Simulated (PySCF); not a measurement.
**CoCl₄: relaxation and vibrations of the sextet**

Aim: relax CoCl₄ as a sextet from a see-saw start, check by its vibrations whether the end is a minimum, and collect its spectrum and constants.

Program: PySCF 2.14.0. Level of theory: PBE, basis Co def2-SVP, Cl def2-SVP, no relativity, density fitting. These are calculated values, not measurements.

### 1 The starting structure

5 atoms, charge 0, spin multiplicity 6.

Bond lengths: Co1–Cl2 2.100 Å, Co1–Cl3 2.100 Å, Co1–Cl4 2.100 Å, Co1–Cl5 2.100 Å. Angles: Cl2–Co1–Cl3 170.0°, Cl2–Co1–Cl4 86.9°, Cl2–Co1–Cl5 86.9°, Cl3–Co1–Cl4 86.9°, Cl3–Co1–Cl5 86.9°, Cl4–Co1–Cl5 104.0°.

```xyz
5
charge 0 multiplicity 6
Co    0.0000    0.0000   -0.5192
Cl    0.0000    2.0920   -0.3362
Cl    0.0000   -2.0920   -0.3362
Cl    1.6548    0.0000    0.7737
Cl   -1.6548    0.0000    0.7737
```

### 2 Relaxing the sextet from the see-saw start

The steps below are one call of a driver around PySCF. For each, scf.py gives the equivalent set-up of the SCF; relaxations use the driver's own optimiser. Before each start the driver seeks the lowest SCF state from one or more starting densities and follows internal instabilities, so scf.py alone need not reach the same state.

The program finds C2v symmetry in the start, which this walk keeps. Threshold on the gradient: 0.0003 Eh/bohr, with a further test on the energy change.

File scf.py:

```python
from pyscf import gto, scf, dft
mol = gto.M(atom='''
Co     0.000000     0.000000    -0.519198
Cl     0.000000     2.092000    -0.336198
Cl    -0.000000    -2.092000    -0.336198
Cl     1.654800    -0.000000     0.773702
Cl    -1.654800     0.000000     0.773702''',
    basis={'Co': 'def2-SVP', 'Cl': 'def2-SVP'},
    charge=0, spin=5)
mf = dft.UKS(mol, xc='PBE')
mf.grids.atom_grid = (50, 194)
aux = {'Co': 'def2-universal-JKFIT', 'Cl': 'def2-universal-JKFIT'}
mf = mf.density_fit(auxbasis=aux)
mf.kernel()
```

The runs that follow: Vibrations and properties at this point.

**Question.** What will these runs give? Wanted: minimum; geometry; wavenumbers; dipole moment; highest occupied, lowest empty level; polar-tensor charge of Co1; zero-point energy; atomisation energy; ⟨S²⟩.

As calculated:

| quantity | value |
| --- | --- |
| minimum | sextet, Td |
| geometry | Co–Cl 2.153 Å (×4); Cl–Co–Cl 109.5° (×6) |
| wavenumbers (cm⁻¹) | 104 (e), 131 (t2), 329 (a1), 399 (t2) |
| dipole moment | 0.00 D |
| highest occupied, lowest empty level (either spin) | -7.60, -6.73 eV |
| polar-tensor charge of Co1 | +0.94 e |
| zero-point energy | 12.7 kJ/mol |
| entropy at 298.15 K | 375.7 J/(mol K) |
| atomisation energy (no zero-point energy) | 1298 kJ/mol |
| ⟨S²⟩ | 8.754 |

**Reading.** The see-saw start (C2v) ends in a minimum of Td symmetry. The strongest infrared band lies at 399 cm⁻¹ (t2, stretch). The dipole vanishes although Co1 carries +0.9 e by the polar tensor: the bond dipoles cancel. Most of the spin sits on Co1 (Mulliken spin 2.83, against 5 for the whole molecule). Other starts or spin states, not run here, may lie lower. One determinant may miss the lowest occupation of an open d or f shell.
